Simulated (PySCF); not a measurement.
**A gas-phase reaction: CH5BO + BrH → BBrH2 + CH4O**

Aim: the reaction energy of `BOC` + `Br` → `BBr` + `CO`.

Programs: PySCF 2.14.0. All values are calculated, for the isolated system unless a continuum is named. Atoms count from 0, parts from 1.

### Step 1. The system as given

Each species was relaxed by itself at PBE0-D3(BJ)/def2-SVPD.

### Step 2. Energies of the species: wB97M-D3(BJ)/def2-TZVPD

Job settings and geometry (Å):

```
{"job": {"kind": "react", "xc": "wB97M-D3(BJ)", "basis": "def2-TZVPD"}, "charge": 0, "multiplicity": 1}
-1 CH5BO charge 0 multiplicity 1
B      0.353920     0.317580     1.242540
O     -0.633780     0.075510     0.370530
C     -0.406940    -0.247230    -0.982340
H      0.038020     0.582940     2.375000
H      1.508080     0.264160     0.876890
H      0.669140    -0.268000    -1.213130
H     -0.903090     0.500380    -1.616660
H     -0.845680    -1.232280    -1.193790

-1 BrH charge 0 multiplicity 1
Br     0.714850    -0.004280    -0.009300
H     -0.708730     0.007640     0.009030

+1 BBrH2 charge 0 multiplicity 1
B      0.135530     0.088700     0.119560
Br    -1.048310    -0.810120    -1.053340
H      0.015450    -0.110660     1.296270
H      0.955070     0.819250    -0.363630

+1 CH4O charge 0 multiplicity 1
C     -0.336280    -0.000170    -0.052130
O      0.992170    -0.396310    -0.281640
H     -0.505260     1.064480    -0.291120
H     -0.973180    -0.601320    -0.713880
H     -0.656460    -0.183950     0.988480
H      1.580990     0.110080     0.281920
```

Method: wB97M-D3(BJ)/def2-TZVPD reaction energy of separated species, gas phase.

On the command line:

```bash
$ OMP_NUM_THREADS=1 python cluster_run.py task.json out
```

This one command runs all jobs of the session in turn.

The log of the run:

```text
species 1 (CH5BO)
coarse grid: 27904 points
cycle   1  E = -141.2282465619  dE =  2.184e-01  |g| = 5.553e-01  |ddm| = 1.955e+00
cycle   2  E = -141.2144823630  dE =  1.376e-02  |g| = 6.712e-01  |ddm| = 1.164e+00
cycle   3  E = -141.2878785812  dE = -7.340e-02  |g| = 3.233e-02  |ddm| = 4.998e-01
cycle   4  E = -141.2881926835  dE = -3.141e-04  |g| = 1.470e-02  |ddm| = 6.546e-02
cycle   5  E = -141.2882478892  dE = -5.521e-05  |g| = 3.926e-03  |ddm| = 1.712e-02
cycle   6  E = -141.2882527962  dE = -4.907e-06  |g| = 8.064e-04  |ddm| = 4.491e-03
final grid: 60488 points
cycle   7  E = -141.2882490640  dE = -3.266e-07  |g| = 4.955e-04  |ddm| = 4.226e-03
cycle   8  E = -141.2882491087  dE = -4.470e-08  |g| = 5.101e-04  |ddm| = 9.896e-04
cycle   9  E = -141.2882491549  dE = -4.619e-08  |g| = 7.312e-05  |ddm| = 4.349e-04
cycle  10  E = -141.2882491583  dE = -3.422e-09  |g| = 5.679e-05  |ddm| = 1.605e-04
cycle  11  E = -141.2882491594  dE = -1.061e-09  |g| = 5.416e-06  |ddm| = 1.136e-04
cycle  12  E = -141.2882491594  dE = -1.245e-11  |g| = 1.227e-06  |ddm| = 1.532e-05
converged SCF energy = -141.2882491594

species 2 (BrH)
coarse grid: 9808 points
cycle   1  E = -2574.7444817943  dE = -1.115e+00  |g| = 2.814e-01  |ddm| = 9.887e-01
cycle   2  E = -2574.7574488513  dE = -1.297e-02  |g| = 1.487e-01  |ddm| = 2.655e-01
cycle   3  E = -2574.7608846477  dE = -3.436e-03  |g| = 8.656e-03  |ddm| = 8.708e-02
cycle   4  E = -2574.7609220127  dE = -3.736e-05  |g| = 2.523e-03  |ddm| = 1.268e-02
cycle   5  E = -2574.7609264431  dE = -4.430e-06  |g| = 6.497e-04  |ddm| = 4.934e-03
final grid: 18448 points
cycle   6  E = -2574.7609110878  dE = -1.922e-07  |g| = 3.885e-04  |ddm| = 9.244e-04
cycle   7  E = -2574.7609111154  dE = -2.762e-08  |g| = 2.731e-04  |ddm| = 3.938e-04
cycle   8  E = -2574.7609111225  dE = -7.076e-09  |g| = 3.378e-05  |ddm| = 1.360e-04
cycle   9  E = -2574.7609111235  dE = -1.030e-09  |g| = 1.120e-05  |ddm| = 6.291e-05
cycle  10  E = -2574.7609111236  dE = -5.775e-11  |g| = 1.704e-06  |ddm| = 1.293e-05
converged SCF energy = -2574.7609111236

species 3 (BBrH2)
coarse grid: 17456 points
cycle   1  E = -2600.2124036658  dE = -1.025e+00  |g| = 2.953e-01  |ddm| = 1.441e+00
cycle   2  E = -2600.2262364631  dE = -1.383e-02  |g| = 1.795e-01  |ddm| = 3.724e-01
cycle   3  E = -2600.2333839167  dE = -7.147e-03  |g| = 2.486e-02  |ddm| = 1.394e-01
cycle   4  E = -2600.2335718735  dE = -1.880e-04  |g| = 1.308e-02  |ddm| = 2.677e-02
cycle   5  E = -2600.2336172479  dE = -4.537e-05  |g| = 1.767e-03  |ddm| = 1.392e-02
cycle   6  E = -2600.2336189171  dE = -1.669e-06  |g| = 5.667e-04  |ddm| = 2.875e-03
final grid: 35032 points
cycle   7  E = -2600.2336045838  dE = -1.171e-07  |g| = 4.402e-04  |ddm| = 1.149e-03
cycle   8  E = -2600.2336046046  dE = -2.083e-08  |g| = 3.699e-04  |ddm| = 5.062e-04
cycle   9  E = -2600.2336046173  dE = -1.266e-08  |g| = 3.199e-05  |ddm| = 2.039e-04
cycle  10  E = -2600.2336046185  dE = -1.261e-09  |g| = 1.316e-05  |ddm| = 7.302e-05
cycle  11  E = -2600.2336046187  dE = -1.360e-10  |g| = 3.183e-06  |ddm| = 2.561e-05
converged SCF energy = -2600.2336046187

species 4 (CH4O)
coarse grid: 20248 points
cycle   1  E = -115.7313990039  dE =  7.118e-02  |g| = 5.636e-01  |ddm| = 1.531e+00
cycle   2  E = -115.7261978058  dE =  5.201e-03  |g| = 6.290e-01  |ddm| = 6.639e-01
cycle   3  E = -115.7900777846  dE = -6.388e-02  |g| = 2.852e-02  |ddm| = 2.811e-01
cycle   4  E = -115.7902359921  dE = -1.582e-04  |g| = 6.696e-03  |ddm| = 3.250e-02
cycle   5  E = -115.7902486026  dE = -1.261e-05  |g| = 1.490e-03  |ddm| = 1.016e-02
cycle   6  E = -115.7902492081  dE = -6.055e-07  |g| = 5.701e-04  |ddm| = 2.214e-03
final grid: 43904 points
cycle   7  E = -115.7902250265  dE = -7.333e-08  |g| = 4.637e-04  |ddm| = 3.720e-03
cycle   8  E = -115.7902250495  dE = -2.300e-08  |g| = 3.441e-04  |ddm| = 7.422e-04
cycle   9  E = -115.7902250752  dE = -2.577e-08  |g| = 1.526e-05  |ddm| = 2.049e-04
cycle  10  E = -115.7902250753  dE = -9.584e-11  |g| = 1.337e-05  |ddm| = 5.936e-05
converged SCF energy = -115.7902250753

Reaction energy = 16.131 kcal/mol
```

It took 22 s on 1 thread of Arm Neoverse N1, shared host; peak memory 0.57 GiB.

Species by species (with the dispersion term, which the log's SCF energies lack):

```csv
ν,species,energy (Eh),HOMO (eV)
-1,BOC,-141.29411,-11.04
-1,Br,-2574.76148,-11.15
+1,BBr,-2600.23608,-10.54
+1,CO,-115.79380,-10.52
```

### Step 3. Reaction energy: PBE0-D3(BJ)/def2-TZVPD

Settings changed since step 2:

```diff
@@ -1,2 +1,2 @@
-{"job": {"kind": "react", "xc": "wB97M-D3(BJ)", "basis": "def2-TZVPD"}, "charge": 0, "multiplicity": 1}
+{"job": {"kind": "react", "xc": "PBE0", "basis": "def2-TZVPD", "disp": "d3bj"}, "charge": 0, "multiplicity": 1}
 -1 CH5BO charge 0 multiplicity 1
```

Method: PBE0-D3(BJ)/def2-TZVPD reaction energy of separated species, gas phase.

The log of the run:

```text
species 1 (CH5BO)
coarse grid: 6360 points
cycle   1  E = -141.0393884130  dE =  1.253e-01  |g| = 5.295e-01  |ddm| = 1.974e+00
cycle   2  E = -140.9376873454  dE =  1.017e-01  |g| = 9.142e-01  |ddm| = 1.164e+00
cycle   3  E = -141.0901493778  dE = -1.525e-01  |g| = 5.936e-02  |ddm| = 6.161e-01
cycle   4  E = -141.0908667488  dE = -7.174e-04  |g| = 1.496e-02  |ddm| = 5.746e-02
cycle   5  E = -141.0909238351  dE = -5.709e-05  |g| = 3.197e-03  |ddm| = 1.711e-02
cycle   6  E = -141.0909260899  dE = -2.255e-06  |g| = 8.156e-04  |ddm| = 3.687e-03
final grid: 60488 points
cycle   7  E = -141.0884352497  dE = -3.872e-05  |g| = 8.281e-03  |ddm| = 1.169e-01
cycle   8  E = -141.0884194609  dE =  1.579e-05  |g| = 1.278e-02  |ddm| = 1.164e-02
cycle   9  E = -141.0884469915  dE = -2.753e-05  |g| = 1.128e-03  |ddm| = 7.436e-03
cycle  10  E = -141.0884472784  dE = -2.869e-07  |g| = 1.775e-04  |ddm| = 9.582e-04
cycle  11  E = -141.0884472849  dE = -6.468e-09  |g| = 5.807e-05  |ddm| = 1.779e-04
cycle  12  E = -141.0884472858  dE = -8.872e-10  |g| = 8.923e-06  |ddm| = 5.898e-05
converged SCF energy = -141.0884472858

species 2 (BrH)
coarse grid: 9808 points
cycle   1  E = -2574.4494536132  dE = -1.081e+00  |g| = 2.724e-01  |ddm| = 1.042e+00
cycle   2  E = -2574.4540918688  dE = -4.638e-03  |g| = 1.699e-01  |ddm| = 2.601e-01
cycle   3  E = -2574.4588662197  dE = -4.774e-03  |g| = 3.007e-02  |ddm| = 1.194e-01
cycle   4  E = -2574.4590977015  dE = -2.315e-04  |g| = 4.156e-03  |ddm| = 2.212e-02
cycle   5  E = -2574.4591017039  dE = -4.002e-06  |g| = 1.311e-03  |ddm| = 4.270e-03
final grid: 18448 points
cycle   6  E = -2574.4591028024  dE = -7.034e-08  |g| = 1.375e-03  |ddm| = 2.024e-03
cycle   7  E = -2574.4591028168  dE = -1.434e-08  |g| = 1.399e-03  |ddm| = 1.791e-03
cycle   8  E = -2574.4591030377  dE = -2.209e-07  |g| = 5.149e-05  |ddm| = 8.398e-04
cycle   9  E = -2574.4591030383  dE = -6.794e-10  |g| = 1.026e-05  |ddm| = 4.413e-05
converged SCF energy = -2574.4591030383

species 3 (BBrH2)
coarse grid: 17456 points
cycle   1  E = -2599.8792410142  dE = -1.061e+00  |g| = 2.671e-01  |ddm| = 1.495e+00
cycle   2  E = -2599.8832235170  dE = -3.983e-03  |g| = 1.619e-01  |ddm| = 2.421e-01
cycle   3  E = -2599.8849986607  dE = -1.775e-03  |g| = 1.791e-02  |ddm| = 9.169e-02
cycle   4  E = -2599.8850714371  dE = -7.278e-05  |g| = 9.884e-03  |ddm| = 2.050e-02
cycle   5  E = -2599.8850996586  dE = -2.822e-05  |g| = 2.240e-03  |ddm| = 8.892e-03
cycle   6  E = -2599.8851007010  dE = -1.042e-06  |g| = 3.069e-04  |ddm| = 2.310e-03
final grid: 35032 points
cycle   7  E = -2599.8851070068  dE = -4.488e-10  |g| = 3.720e-04  |ddm| = 7.193e-04
cycle   8  E = -2599.8851069876  dE =  1.922e-08  |g| = 4.911e-04  |ddm| = 6.652e-04
cycle   9  E = -2599.8851070381  dE = -5.046e-08  |g| = 2.975e-05  |ddm| = 3.597e-04
cycle  10  E = -2599.8851070383  dE = -2.310e-10  |g| = 5.964e-06  |ddm| = 2.632e-05
converged SCF energy = -2599.8851070383

species 4 (CH4O)
coarse grid: 4656 points
cycle   1  E = -115.5793657112  dE =  6.211e-02  |g| = 5.865e-01  |ddm| = 1.560e+00
cycle   2  E = -115.4914594443  dE =  8.791e-02  |g| = 9.145e-01  |ddm| = 8.425e-01
cycle   3  E = -115.6419429809  dE = -1.505e-01  |g| = 4.540e-02  |ddm| = 4.748e-01
cycle   4  E = -115.6422705988  dE = -3.276e-04  |g| = 1.800e-02  |ddm| = 3.318e-02
cycle   5  E = -115.6423399174  dE = -6.932e-05  |g| = 4.967e-03  |ddm| = 1.211e-02
cycle   6  E = -115.6423451991  dE = -5.282e-06  |g| = 3.236e-04  |ddm| = 3.590e-03
final grid: 43904 points
cycle   7  E = -115.6393349298  dE = -2.495e-05  |g| = 6.973e-03  |ddm| = 7.755e-02
cycle   8  E = -115.6393279128  dE =  7.017e-06  |g| = 9.374e-03  |ddm| = 7.922e-03
cycle   9  E = -115.6393438634  dE = -1.595e-05  |g| = 8.574e-04  |ddm| = 4.334e-03
cycle  10  E = -115.6393440008  dE = -1.374e-07  |g| = 1.564e-04  |ddm| = 5.576e-04
cycle  11  E = -115.6393440060  dE = -5.230e-09  |g| = 1.697e-05  |ddm| = 1.014e-04
cycle  12  E = -115.6393440061  dE = -5.025e-11  |g| = 2.304e-06  |ddm| = 1.631e-05
converged SCF energy = -115.6393440061

Reaction energy = 14.566 kcal/mol
```

Run time: 9.6 s. Hardware: 1 thread of Arm Neoverse N1, shared host; peak memory 0.54 GiB.

Reaction energy at this level: 14.57 kcal/mol.

### Step 4. Reaction energy: MP2/def2-TZVPD

Settings changed since step 3:

```diff
@@ -1,2 +1,2 @@
-{"job": {"kind": "react", "xc": "PBE0", "basis": "def2-TZVPD", "disp": "d3bj"}, "charge": 0, "multiplicity": 1}
+{"job": {"kind": "react", "xc": "MP2", "basis": "def2-TZVPD"}, "charge": 0, "multiplicity": 1}
 -1 CH5BO charge 0 multiplicity 1
```

Method: MP2/def2-TZVPD reaction energy of separated species, gas phase.

The log of the run:

```text
species 1 (CH5BO)
final grid: 60488 points
cycle   1  E = -140.3443285292  dE =  2.536e-01  |g| = 4.951e-01  |ddm| = 1.827e+00
cycle   2  E = -140.3903384838  dE = -4.601e-02  |g| = 2.844e-01  |ddm| = 6.534e-01
cycle   3  E = -140.4041032884  dE = -1.376e-02  |g| = 5.496e-02  |ddm| = 1.795e-01
cycle   4  E = -140.4049172365  dE = -8.139e-04  |g| = 1.139e-02  |ddm| = 7.500e-02
cycle   5  E = -140.4049565514  dE = -3.931e-05  |g| = 2.297e-03  |ddm| = 1.478e-02
cycle   6  E = -140.4049586967  dE = -2.145e-06  |g| = 5.982e-04  |ddm| = 4.840e-03
cycle   7  E = -140.4049588603  dE = -1.636e-07  |g| = 1.601e-04  |ddm| = 1.875e-03
cycle   8  E = -140.4049588733  dE = -1.301e-08  |g| = 3.872e-05  |ddm| = 4.967e-04
cycle   9  E = -140.4049588744  dE = -1.080e-09  |g| = 9.206e-06  |ddm| = 1.201e-04
cycle  10  E = -140.4049588744  dE = -6.671e-11  |g| = 1.866e-06  |ddm| = 3.253e-05
converged SCF energy = -140.4049588744

species 2 (BrH)
final grid: 18448 points
cycle   1  E = -2572.9852623278  dE = -1.144e+00  |g| = 2.202e-01  |ddm| = 9.640e-01
cycle   2  E = -2572.9999186657  dE = -1.466e-02  |g| = 7.760e-02  |ddm| = 2.157e-01
cycle   3  E = -2573.0014424342  dE = -1.524e-03  |g| = 1.588e-02  |ddm| = 5.815e-02
cycle   4  E = -2573.0016143332  dE = -1.719e-04  |g| = 5.005e-03  |ddm| = 1.886e-02
cycle   5  E = -2573.0016334589  dE = -1.913e-05  |g| = 1.691e-03  |ddm| = 6.805e-03
cycle   6  E = -2573.0016348619  dE = -1.403e-06  |g| = 3.418e-04  |ddm| = 2.059e-03
cycle   7  E = -2573.0016349355  dE = -7.362e-08  |g| = 5.979e-05  |ddm| = 6.414e-04
cycle   8  E = -2573.0016349369  dE = -1.421e-09  |g| = 8.468e-06  |ddm| = 8.660e-05
cycle   9  E = -2573.0016349370  dE = -5.002e-11  |g| = 1.310e-06  |ddm| = 1.889e-05
converged SCF energy = -2573.0016349370

species 3 (BBrH2)
final grid: 35032 points
cycle   1  E = -2598.2536956085  dE = -1.025e+00  |g| = 2.968e-01  |ddm| = 1.379e+00
cycle   2  E = -2598.2834456164  dE = -2.975e-02  |g| = 1.232e-01  |ddm| = 3.588e-01
cycle   3  E = -2598.2880634545  dE = -4.618e-03  |g| = 3.109e-02  |ddm| = 1.181e-01
cycle   4  E = -2598.2885133302  dE = -4.499e-04  |g| = 1.025e-02  |ddm| = 3.840e-02
cycle   5  E = -2598.2885432503  dE = -2.992e-05  |g| = 2.398e-03  |ddm| = 1.058e-02
cycle   6  E = -2598.2885479572  dE = -4.707e-06  |g| = 7.902e-04  |ddm| = 3.983e-03
cycle   7  E = -2598.2885486318  dE = -6.746e-07  |g| = 2.266e-04  |ddm| = 1.756e-03
cycle   8  E = -2598.2885486785  dE = -4.668e-08  |g| = 4.816e-05  |ddm| = 5.130e-04
cycle   9  E = -2598.2885486809  dE = -2.426e-09  |g| = 1.186e-05  |ddm| = 1.085e-04
cycle  10  E = -2598.2885486811  dE = -1.405e-10  |g| = 2.114e-06  |ddm| = 2.581e-05
converged SCF energy = -2598.2885486811

species 4 (CH4O)
final grid: 43904 points
cycle   1  E = -115.0461715412  dE =  5.896e-02  |g| = 4.729e-01  |ddm| = 1.453e+00
cycle   2  E = -115.0808516470  dE = -3.468e-02  |g| = 2.725e-01  |ddm| = 4.369e-01
cycle   3  E = -115.0930369809  dE = -1.219e-02  |g| = 3.975e-02  |ddm| = 1.287e-01
cycle   4  E = -115.0934372151  dE = -4.002e-04  |g| = 8.732e-03  |ddm| = 3.512e-02
cycle   5  E = -115.0934619674  dE = -2.475e-05  |g| = 2.139e-03  |ddm| = 8.122e-03
cycle   6  E = -115.0934637609  dE = -1.794e-06  |g| = 6.165e-04  |ddm| = 3.401e-03
cycle   7  E = -115.0934639578  dE = -1.969e-07  |g| = 1.503e-04  |ddm| = 1.292e-03
cycle   8  E = -115.0934639728  dE = -1.501e-08  |g| = 2.632e-05  |ddm| = 2.702e-04
cycle   9  E = -115.0934639732  dE = -4.526e-10  |g| = 5.169e-06  |ddm| = 8.302e-05
converged SCF energy = -115.0934639732

Reaction energy = 14.143 kcal/mol
```

It took 4.1 s on 1 thread of Arm Neoverse N1, shared host; peak memory 0.44 GiB.

Reaction energy at this level: 14.14 kcal/mol.

### Step 5. Comparing the runs

Energies in kcal/mol, with wall time:

```csv
run,reaction,time
wB97M-D3(BJ)/def2-TZVPD,16.13,22 s
PBE0-D3(BJ)/def2-TZVPD,14.57,9.6 s
MP2/def2-TZVPD,14.14,4.1 s
```

### Step 6. What came out

```
                                                quantity                    value
               reaction energy (wB97M-D3(BJ)/def2-TZVPD)           16.13 kcal/mol
                     ΔH, ΔG at 298 K (xTB thermal terms)    +17.9, +16.7 kcal/mol
range of the reaction energy over the runs of this table  14.14 to 16.13 kcal/mol
```

What this shows: The reaction is endothermic by 17.9 kcal/mol in the gas phase; dispersion gives +0.24, and xTB itself gave 12.40 for the electronic energy (xTB energies and thermal terms come from the earlier relaxation of each species, not shown). No barrier was sought. The reaction energy runs from 14.14 (MP2/def2-TZVPD) to 16.13 kcal/mol (wB97M-D3(BJ)/def2-TZVPD).
